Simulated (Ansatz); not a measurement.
**CaSiAu: where the electrons are**

Aim: see in CaSiAu how the density differs from that of free atoms, which states sit where, how charge passes between sublattices, where an added electron goes and how expansion changes the bonding charge. The geometry is as listed and is not relaxed.

Method: DFT LDA, scalar-relativistic, plane waves, PAW, in Ansatz 0.2.0.

**1. Starting point**

The structure is hexagonal, space group P-6m2 (No. 187). Conventional cell: a = 4.328 Å, b = 4.328 Å, c = 3.942 Å, α = 90.00°, β = 90.00°, γ = 120.00°. Around Ca (site symmetry -6m2) lie 6 Si at 3.18 Å and 6 Au at 3.18 Å. Around Si (site symmetry -6m2) lie 3 Au at 2.50 Å and 6 Ca at 3.18 Å. Au (site symmetry -6m2) is surrounded by 3 Si at 2.50 Å.

Coordinates:

```cif
data_structure
_symmetry_space_group_name_H-M 'P-6m2'
_symmetry_Int_Tables_number 187
_cell_length_a 4.3276
_cell_length_b 4.3276
_cell_length_c 3.9425
_cell_angle_alpha 90.000
_cell_angle_beta 90.000
_cell_angle_gamma 120.000
_cell_volume 63.94
loop_
_atom_site_label
_atom_site_type_symbol
_atom_site_symmetry_multiplicity
_atom_site_Wyckoff_symbol
_atom_site_fract_x
_atom_site_fract_y
_atom_site_fract_z
_atom_site_occupancy
Ca1 Ca 1 a 0.00000 0.00000 0.00000 1
Si1 Si 1 f 0.66667 0.33333 0.50000 1
Au1 Au 1 d 0.33333 0.66667 0.50000 1
```

The structure comes from the Materials Project (structure only).

**2. Self-consistent density**

The input, input.yaml:

```yaml
crystal:
  lattice:
    - [4.3275936236, 0.0, 0.0]
    - [-2.1637968118, 3.7478060153, 0.0]
    - [0.0, 0.0, 3.94249516]
  atoms:
    - { symbol: Ca, position: [0.33333333, 0.66666667, 0.0] }
    - { symbol: Si, position: [0.0, 0.0, 0.5] }
    - { symbol: Au, position: [0.66666667, 0.33333333, 0.5] }
basis:
  ecutwfc: 420
  fft_grid_basis: typed
kpoints:
  mp_grid: { grid: [9, 9, 8] }
hamiltonian:
  xc: lda
  pseudopotentials: { kind: paw }
scf:
  occupations: { method: gaussian, width: 0.05 }
output:
  forces: true
  stress: true
  eigenvalues: true
  bader: true
  write_density: true
  volumetric_format: npy
  elf: true
```

Launch:

```console
ansatz run input.yaml --threads 1 --pin off --max-ram 2560MiB --backend cpu --events-out ev --progress --plain --runs-dir out
```

**4. Densities by energy window**

The windows are set from the levels of the base run, in eV from its Fermi level.

input.yaml: that of step 2 with these lines changed.

```diff
@@ -19,9 +19,28 @@
   occupations: { method: gaussian, width: 0.05 }
+  n_extra_bands: 6
 output:
   forces: true
-  stress: true
+  stress: false
   eigenvalues: true
-  bader: true
-  write_density: true
+  bader: false
+  write_density: false
   volumetric_format: npy
-  elf: true
+  band_densities:
+    - { e_range: [-0.25, 0.25] }
+    - { e_range: [-1.2, 0.0] }
+    - { e_range: [0.0, 1.2] }
+    - { e_range: [-6.1, -4.05] }
+    - { e_range: [-4.05, -2.03] }
+    - { e_range: [-9.84, -7.8] }
+    - { e_range: [-21.76, -21.59] }
+  dos:
+    e_range: [-30, 8]
+    de: 0.02
+    method: { smearing: { sigma: 0.03, scheme: gaussian } }
+    projected: { site_lists: { Au: [Au], Ca: [Ca], Si: [Si] } }
+checkpoint:
+  read: start.run
+  write: ck
+  compress: false
+  write_wavefunctions: false
+  write_every: 100000
```

**5. The crystal without its Ca atoms**

The atoms left keep their places in the same cell.

The input, input.yaml:

```yaml
crystal:
  lattice:
    - [4.3275936236, 0.0, 0.0]
    - [-2.1637968118, 3.7478060153, 0.0]
    - [0.0, 0.0, 3.94249516]
  atoms:
    - { symbol: Si, position: [0.0, 0.0, 0.5], spin: 1.0 }
    - { symbol: Au, position: [0.66666667, 0.33333333, 0.5] }
magnetization:
  spin_polarized: true
basis:
  ecutwfc: 420
  fft_grid_basis: typed
kpoints:
  mp_grid: { grid: [9, 9, 8] }
hamiltonian:
  xc: lda
  pseudopotentials: { kind: paw }
scf:
  occupations: { method: gaussian, width: 0.1 }
output:
  forces: true
  stress: true
  eigenvalues: true
  bader: true
  write_density: true
  volumetric_format: npy
  populations: true
```

**6. The Ca sublattice alone**

The atoms left keep their places in the same cell.

input.yaml: that of step 2 with these lines changed.

```diff
@@ -7,4 +7,2 @@
     - { symbol: Ca, position: [0.33333333, 0.66666667, 0.0] }
-    - { symbol: Si, position: [0.0, 0.0, 0.5] }
-    - { symbol: Au, position: [0.66666667, 0.33333333, 0.5] }
 basis:
@@ -18,3 +16,3 @@
 scf:
-  occupations: { method: gaussian, width: 0.05 }
+  occupations: { method: gaussian, width: 0.1 }
 output:
@@ -26,2 +24 @@
   volumetric_format: npy
-  elf: true
```

**7. Adding 0.1 electron a cell**

A uniform background keeps the cell neutral, and the atoms stay fixed.

input.yaml: that of step 2 with these lines changed.

```diff
@@ -9,2 +9,3 @@
     - { symbol: Au, position: [0.66666667, 0.33333333, 0.5] }
+total_charge: -0.1
 basis:
@@ -26,2 +27 @@
   volumetric_format: npy
-  elf: true
```

**8. The cell at 112 % of its volume**

Fractional coordinates and the k mesh are kept.

input.yaml: that of step 2 with these lines changed.

```diff
@@ -2,5 +2,5 @@
   lattice:
-    - [4.3275936236, 0.0, 0.0]
-    - [-2.1637968118, 3.7478060153, 0.0]
-    - [0.0, 0.0, 3.94249516]
+    - [4.4942008732, 0.0, 0.0]
+    - [-2.2471004366, 3.8920921259, 0.0]
+    - [0.0, 0.0, 4.094276573]
   atoms:
```

(Steps that only read results are left out.)

Before running it: what results should come out? Wanted: gap on the mesh; pressure; Bader charges; the states at the Fermi level; at 112 % volume.

The runs gave:

```
                     quantity                                                              value
              gap on the mesh                                                       none (metal)
                     pressure                                                           -4.5 GPa
                Bader charges                                     Ca +1.34, Si -0.06, Au -1.28 e
the states at the Fermi level                                      Si 3p (75 %) and Au 5d (10 %)
              at 112 % volume  -10.4 GPa, gap none (metal), Bader Ca +1.38, Si -0.21, Au -1.17 e
```

What this shows: In space (atomic cells sized by Bader volumes, not orbital character) the change of density that the added electron brings, screening included, divides as Au about 45 %, Si about 35 % and Ca about 20 %; this need not match the band edge's orbital character. Au–Si goes from 2.50 to 2.59 Å with the volume, and the deformation density at its midpoint stays at +0.08 e/Å³. Spin-orbit coupling is left out for Au.
